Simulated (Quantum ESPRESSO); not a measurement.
## Si: zone-centre phonons and dielectric response under several settings

```
Si
1.0
     0.00000    2.71550    2.71550
     2.71550    0.00000    2.71550
     2.71550    2.71550    0.00000
Si
2
Direct
  0.00000 0.00000 0.00000
  0.25000 0.25000 0.25000
```

All runs used Quantum ESPRESSO 7.5; k mesh 10 × 10 × 10, shifted; given cell, atoms relaxed; no spin polarisation; occupations smeared at first, fixed for the response.

```csv
level,potentials,cutoff (eV),pressure (GPa),lowest optical mode without the field (cm⁻¹),ε∞ (mean),ε0 (mean)
PBE,PseudoDojo 0.4.1 SR PBE standard,490,1.9,514,12.89,12.9
LDA,PseudoDojo 0.4.1 SR LDA standard,435,?,?,?,?
```

Q: What stands in the row left open?

A: Pressure -1.9 GPa; lowest optical mode without the field 503 cm⁻¹; ε∞ 13.28; ε0 13.3.
